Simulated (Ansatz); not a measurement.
# Mn3InC (Pm-3m): energies of magnetic orders

An exercise on one series of results from a longer session: the logs are not shown, and one member is left open.

Program: Ansatz 0.2.0. Level of theory: DFT LDA, scalar-relativistic, plane waves, PAW. These are calculated values, not measurements.

### Starting point

The structure is cubic, space group Pm-3m (No. 221). The conventional cell has a = 3.820 Å, b = 3.820 Å, c = 3.820 Å, α = 90.00°, β = 90.00°, γ = 90.00°. Mn (site symmetry 4/mmm) has 2 C at 1.91 Å as nearest neighbours. Around In (site symmetry m-3m) lie 12 Mn at 2.70 Å. C (site symmetry m-3m) has 6 Mn at 1.91 Å as nearest neighbours.

As a file:

```xyz
5
Lattice="3.8196 0.0000 0.0000 0.0000 3.8196 0.0000 0.0000 0.0000 3.8196" Properties=species:S:1:pos:R:3 pbc="T T T"
Mn    1.9098    0.0000    0.0000
Mn    0.0000    0.0000    1.9098
Mn    0.0000    1.9098    0.0000
In    1.9098    1.9098    1.9098
C     0.0000    0.0000    0.0000
```

An earlier run at LDA left this cell at 11.145 Å³/atom and -0.06 GPa (10×10×10 mesh).

The first run:

Contents of input.yaml:

```yaml
crystal:
  lattice:
    - [3.8195921314, 0.0, 0.0]
    - [0.0, 3.8195921314, 0.0]
    - [0.0, 0.0, 3.8195921314]
  atoms:
    - { symbol: Mn, position: [0.5, 0.0, 0.0], spin: 3.5 }
    - { symbol: Mn, position: [0.0, 0.0, 0.5], spin: 3.5 }
    - { symbol: Mn, position: [0.0, 0.5, 0.0], spin: -3.5 }
    - { symbol: In, position: [0.5, 0.5, 0.5] }
    - { symbol: C, position: [0.0, 0.0, 0.0] }
basis:
  ecutwfc: 420
  ecutrho_ratio: 4
kpoints:
  mp_grid: { grid: [10, 10, 10] }
hamiltonian:
  xc: lda
scf:
  occupations: { method: gaussian, width: 0.05 }
  lower_state_search: "off"
output:
  forces: true
  stress: true
  eigenvalues: true
  populations: true
magnetization:
  spin_polarized: true
```

Started as:

```bash
ansatz run input.yaml --threads 2 --pin off --max-ram 5120MiB --backend cpu --events-out ev --progress --plain --runs-dir out
```

Steps of the session up to this table: Ferrimagnetic, in the cell as typed; Ferromagnetic, larger cell; Antiferromagnetic, propagation vector (1/2, 1/2, 1/2); No spin polarisation.

One table of the session follows, with a row left open; its other results are not shown here.

It belongs to the step «The orders side by side». 

| order | above the lowest (meV/atom) | largest moment (μB) | pressure (GPa) |
| --- | --- | --- | --- |
| ferromagnetic | 0.0 | 1.17 | -0.1 |
| ferrimagnetic, in the cell as typed | ? | ? | ? |
| antiferromagnetic, propagation vector (1/2, 1/2, 1/2) | 17.5 | 1.08 | -0.4 |
| no spin polarisation | 71.9 | 0.00 | -4.4 |

Q: Estimate the row for ferrimagnetic, in the cell as typed from the others.

The run gave: above the lowest (meV/atom): 39.4; largest moment (μB): 1.40; pressure (GPa): 0.9. In the column «above the lowest (meV/atom)» it lies between antiferromagnetic, propagation vector (1/2, 1/2, 1/2) (17.5) and no spin polarisation (71.9).

The first row is the run of the earlier session that started with parallel moments (-3444.8244 eV/atom).

Limits of these values: Only these orders were tried, at zero temperature; the one found in experiment may not be among them.
